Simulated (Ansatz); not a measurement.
**Tb2S3 in a box, plane waves**

Ansatz 0.2.0, DFT PBE, scalar-relativistic, plane waves, PAW, molecule in a box. The geometry was relaxed with Gaussian bases (B3LYP; Tb lcecp-1-SVP with ECP54, S def2-SVP).

```yaml
crystal:
  lattice:
    - [12.1, 0.0, 0.0]
    - [0.0, 12.58, 0.0]
    - [0.0, 0.0, 12.1]
  atoms:
    - { symbol: Tb, position: [0.45733884, 0.5000461, 0.6281876], spin: 6.0 }
    - { symbol: Tb, position: [0.45733884, 0.5000461, 0.37190083], spin: 6.0 }
    - { symbol: S, position: [0.62821322, 0.50004531, 0.50004463] }
    - { symbol: S, position: [0.37190165, 0.64238156, 0.50004463] }
    - { symbol: S, position: [0.37190083, 0.35771065, 0.50004463] }
basis:
  ecutwfc: 420
  ecutrho_ratio: 4
kpoints:
  mp_grid: { grid: [1, 1, 1] }
hamiltonian:
  xc: pbe
scf:
  occupations: { method: gaussian, width: 0.01 }
output:
  forces: true
  eigenvalues: true
  populations: true
  hubbard: { sites: [{ species: Tb, l: f }] }
magnetization:
  spin_polarized: true
```

Command:
```sh
ansatz run input.yaml --threads 2 --pin off --max-ram 5120MiB --backend cpu --events-out ev --progress --plain --runs-dir out
```
It took 61 s on 2 threads of Arm Neoverse V2 (shared host), peak memory 1.4 GiB.

Q: How does the SCF go?

A: 
```
SCF iter   1: F=—  HF=-22602.292270 eV  |F-HF|=—  |Δ(HF+E_count)|=         —  Δρ=1.29e-2 (↑8.04e-3 ↓1.29e-2)
Mixer restart at iter 1: flushing history
preconditioner: auto → Resta (q_TF=auto, 1.524 Å⁻¹)  ε∞=1.7  [insulator: Δε(μ)=0.013 eV  Ē_g=6.644 eV  σ=0.010 eV  W_gap=0.64  n_s
spin=Collinear: Resta preconditioning applied to the charge; magnetization (m = ρ↑ − ρ↓) channel mixes plain (no charge-response k
SCF iter   2: F=—  HF=-22598.386216 eV  |F-HF|=—  |Δ(HF+E_count)|=    3.91e0  Δρ=5.25e-3 (↑5.05e-3 ↓5.25e-3)
...
SCF iter  32: F=—  HF=-22597.821179 eV  |F-HF|=—  |Δ(HF+E_count)|=   2.73e-5  Δρ=9.20e-6 (↑4.01e-6 ↓9.20e-6)
SCF iter  33: F=—  HF=-22597.821181 eV  |F-HF|=—  |Δ(HF+E_count)|=   2.28e-6  Δρ=3.93e-6 (↑2.45e-6 ↓3.93e-6)
SCF iter  34: F=—  HF=-22597.821181 eV  |F-HF|=—  |Δ(HF+E_count)|=   2.96e-7  Δρ=1.88e-6 (↑1.58e-6 ↓1.88e-6)
SCF iter  35: F=—  HF=-22597.821181 eV  |F-HF|=—  |Δ(HF+E_count)|=   5.69e-8  Δρ=4.49e-7 (↑2.82e-7 ↓4.49e-7)
SCF iter  36: F=-22597.821181 eV  HF=-22597.821181 eV  |F-HF|=4.14e-9  |Δ(HF+E_count)|=   7.00e-9  Δρ=2.02e-7 (↑1.71e-7 ↓2.02e-7)
```

Q: Which levels lie next to the highest filled one (eV, counted from it)?

A: Filled: -1.54, -1.54, -1.23, -1.23, -1.21, -1.20, -0.43, -0.29, 0.00, 0.00. Empty: 0.33, 0.44, 0.44, 0.46, 0.51, 0.51, 0.77, 0.80.

Q: How is the f shell of Tb1 filled?

A: Natural occupations, full = 1; up: 1.00, 1.00, 1.00, 1.00, 1.00, 1.00, 1.00; down: 0.02, 0.02, 0.02, 0.07, 0.07, 0.19, 0.96; in all 8.31 e.

Q: How is the f shell of Tb2 filled?

A: Natural occupations, full = 1; up: 1.00, 1.00, 1.00, 1.00, 1.00, 1.00, 1.00; down: 0.02, 0.02, 0.02, 0.07, 0.07, 0.19, 0.96; in all 8.31 e.

Q: What forces are left at this geometry, relaxed with Gaussian bases (eV/Å)?

A: 
```
Tb  -0.01  0.00 -0.79
Tb  -0.01  0.00  0.79
S   -0.51  0.00  0.00
S    0.26 -0.45  0.00
S    0.26  0.45  0.00
```

The open shells may stand above their lowest state.

The forces come from the other functional as well as from the basis.

An lcecp potential fixes the number of 4f electrons, so in runs with it no electron can move into or out of that shell.
